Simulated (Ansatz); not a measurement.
# C₇H₁₆O: a ladder of functionals and wavefunction methods

How much do the methods differ for C₇H₁₆O? The plan is to run it at one geometry with functionals of several rungs and with coupled cluster, and see how far each lands from CCSD(T) at the basis-set limit for the atomisation energy.

The runs use Ansatz 0.2.0, Gaussian basis; functionals in def2-TZVPP, the program's frozen cores in correlated methods.

Levels to be run: PBE-D4, r2SCAN-D4, PBE0-D4, B3LYP-D4, ωB97X-V, ωB97M-V, B2PLYP; CCSD(T)/def2-TZVPP; MP2/def2-QZVPP; extrapolation to the limit.

## Step 1: The geometry

The geometry comes from an earlier relaxation with PBE0-D4 in a triple-zeta def2 set; it is a stationary point, not always the lowest conformer.

SMILES `CCCCC(O)CC`, 24 atoms, charge 0, spin multiplicity 1.

Atoms are counted from 1 here; the program's logs count them from 0.

Bond lengths: C1–C2 1.520 Å, C1–H9 1.093 Å, C1–H10 1.094 Å, C1–H11 1.093 Å, C2–C3 1.525 Å, C2–H12 1.097 Å, C2–H13 1.095 Å, C3–C4 1.529 Å, C3–H14 1.095 Å, C3–H15 1.094 Å, C4–C5 1.524 Å, C4–H16 1.098 Å, C4–H17 1.095 Å, C5–O6 1.420 Å, C5–C7 1.522 Å, C5–H18 1.094 Å, O6–H19 0.962 Å, C7–C8 1.520 Å and more. Angles: C2–C1–H9 111.0°, C2–C1–H10 111.2°, C2–C1–H11 111.8°, H9–C1–H10 107.7°, H9–C1–H11 107.2°, H10–C1–H11 107.7°, C1–C2–C3 115.2°, C1–C2–H12 109.1°, C1–C2–H13 109.0°, C3–C2–H12 108.9°, C3–C2–H13 108.4°, H12–C2–H13 105.9°, C2–C3–C4 114.8°, C2–C3–H14 110.0°, C2–C3–H15 107.8°, C4–C3–H14 108.7°, C4–C3–H15 109.2°, H14–C3–H15 106.0° and more.

## Step 2: PBE-D4 (GGA)

in.yaml reads:

```yaml
crystal:
  periodic: [false, false, false]
  atoms:
    - {symbol: C, position_ang: [-0.535231, 1.758889, 1.683835]}
    - {symbol: C, position_ang: [-1.462408, 1.901212, 0.487612]}
    - {symbol: C, position_ang: [-0.887435, 1.419328, -0.839757]}
    - {symbol: C, position_ang: [-0.520452, -0.064186, -0.878746]}
    - {symbol: C, position_ang: [0.942158, -0.364425, -0.574921]}
    - {symbol: O, position_ang: [1.789944, 0.260982, -1.526304]}
    - {symbol: C, position_ang: [1.237343, -1.855307, -0.491381]}
    - {symbol: C, position_ang: [0.605049, -2.553204, 0.701274]}
    - {symbol: H, position_ang: [-0.984028, 2.193538, 2.580221]}
    - {symbol: H, position_ang: [0.417983, 2.265944, 1.509064]}
    - {symbol: H, position_ang: [-0.318138, 0.711392, 1.907226]}
    - {symbol: H, position_ang: [-2.394458, 1.358953, 0.688579]}
    - {symbol: H, position_ang: [-1.745313, 2.953773, 0.379701]}
    - {symbol: H, position_ang: [-0.000733, 2.007108, -1.100079]}
    - {symbol: H, position_ang: [-1.626198, 1.627064, -1.619850]}
    - {symbol: H, position_ang: [-0.728831, -0.475857, -1.875582]}
    - {symbol: H, position_ang: [-1.162895, -0.621988, -0.188827]}
    - {symbol: H, position_ang: [1.223180, 0.098049, 0.376304]}
    - {symbol: H, position_ang: [1.583225, -0.105686, -2.391471]}
    - {symbol: H, position_ang: [0.908063, -2.334541, -1.423327]}
    - {symbol: H, position_ang: [2.324793, -1.967843, -0.450738]}
    - {symbol: H, position_ang: [0.901677, -2.072573, 1.638077]}
    - {symbol: H, position_ang: [-0.486045, -2.542826, 0.654482]}
    - {symbol: H, position_ang: [0.918739, -3.597807, 0.754599]}
basis:
  gaussian: {orbitals: def2-TZVPP}
hamiltonian: {xc: pbe, dispersion: d4}
output: {forces: true, orbitals: {seedname: orbitals}}
```

The run is started by

```console
> ansatz run in.yaml --threads 4 --pin off --events-out ev --progress --plain --max-ram 66560MiB --backend cuda --devices 0, --max-vram 37GiB
```

Further steps of the session: r2SCAN-D4 (meta-GGA); PBE0-D4 (hybrid); B3LYP-D4 (hybrid); ωB97X-V (range-separated); ωB97M-V (range-separated); B2PLYP (double hybrid); CCSD(T) in def2-TZVPP; MP2 in def2-QZVPP.

Q: Predict the results of all the runs planned. Wanted: atomisation energy, CCSD(T)/CBS; farthest; mean size of error, hybrid; mean size of error, range-separated; gap, smallest and largest; T1 diagnostic; triples share of the correlation energy.

As calculated:

| quantity | value |
| --- | --- |
| atomisation energy, CCSD(T)/CBS | 9554.7 kJ/mol |
| functionals within 47.8 kJ/mol (0.5 %) | r2SCAN-D4, B3LYP-D4, ωB97X-V, ωB97M-V |
| farthest | PBE-D4 (+170.9 kJ/mol) |
| mean size of error, hybrid | 30.1 kJ/mol |
| mean size of error, range-separated | 15.9 kJ/mol |
| gap, smallest and largest | 6.31 eV (PBE-D4), 13.05 eV (ωB97X-V) |
| T1 diagnostic | 0.0092 |
| triples share of the correlation energy | 3.8 % |

PBE-D4 misses by +170.9 kJ/mol. Double hybrids carry the basis error of their MP2 part in triple zeta, and no dispersion term here, so their miss is partly the set-up's. The reference freezes the cores and leaves out relativity and excitations past (T), so misses under about 47.8 kJ/mol can't be ranked. Hartree-Fock recovers 75 % of the binding; the rest is correlation. Orbital gaps span 6.3 to 13.1 eV; exact exchange widens them.
